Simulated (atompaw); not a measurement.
# Co: generating and testing a PAW (atompaw) potential

Do these settings give a usable potential? It is generated, then checked for scattering, ghosts and hardness.

Program: atompaw 4.2.0.5. Reference atom: PBE, scalar-relativistic, spherical and spin-unpolarised. All values are calculated.

**1. The atom and the settings**

Typed settings, in words:

```json
{
  "element": "cobalt (Co, Z = 27)",
  "type": "PAW",
  "frozen core": "[Ar]",
  "valence charge": "9",
  "reference configuration": "3d7 4s2 4p0",
  "partial waves": "4s (bound): rc 2.75 bohr; 4s channel at 3.15 Ry: rc 2.75 bohr; 4p (bound, empty): rc 2.50 bohr; 4p channel at 0.7 Ry: rc 2.75 bohr; 3d (bound): rc 1.40 bohr; 3d channel at 0.85 Ry: rc 1.40 bohr",
  "local potential": "bessel scheme, radius 1.80 bohr",
  "core correction": "smooth core density matched at 2.20 bohr",
  "augmentation charge": "sinc compensation charge, radius 2.75 bohr; PAW radius 2.75 bohr; waves and projectors: custom rrkj gramschmidtortho"
}
```

**2. The generation run**

Co.input

```
Co 27
GGA-PBE scalarrelativistic loggrid 1500 logderivrange -3 5 201
4 4 3 0 0 0
4 1 0
3 2 7
0 0 0
c
c
c
v
c
c
v
v
2
2.75 2.75 1.80 2.20
y
3.15
n
y
0.7
n
y
0.85
n
custom rrkj gramschmidtortho sinc
bessel
2.75
2.75
2.50
2.75
1.40
1.40
PWSCFOUT
UPFDX 0.0125d0 UPFXMIN -7.d0 UPFZMESH 27.d0
END
```

Launch:

```
atompaw < Co.input > Co.log
```

What does the calculation give? Wanted: cutoffs for 10 and 1 mRy, occupied levels; bound ghosts; largest phase difference near zero energy, channels read; lowest eigenvalue of the overlap; share of valence orbitals outside the PAW sphere; UPF file.

As calculated:

| quantity | value |
| --- | --- |
| cutoffs for 10 and 1 mRy, occupied levels | 55 Ry and 90 Ry |
| bound ghosts | p at -44.37 eV |
| largest phase difference near zero energy, channels read | 0.001 rad |
| lowest eigenvalue of the overlap (Bessel basis) | 0.349 (p) |
| share of valence orbitals outside the PAW sphere | 4s 48 %, 4p 80 %, 3d 2 % |
| UPF file | written |

In words: It has a bound ghost (p), which would be filled ahead of the true valence states and rules the file out. By its cutoff, 55 Ry for the looser tolerance, it is of middling hardness. The slowest level is 3d: taken alone it needs 55 Ry to come within 1 mRy, against 6 Ry or less for 4s. Near zero energy the phases of the channels with partial waves agree within 0.001 rad. All of this concerns the isolated atom, not yet a solid.
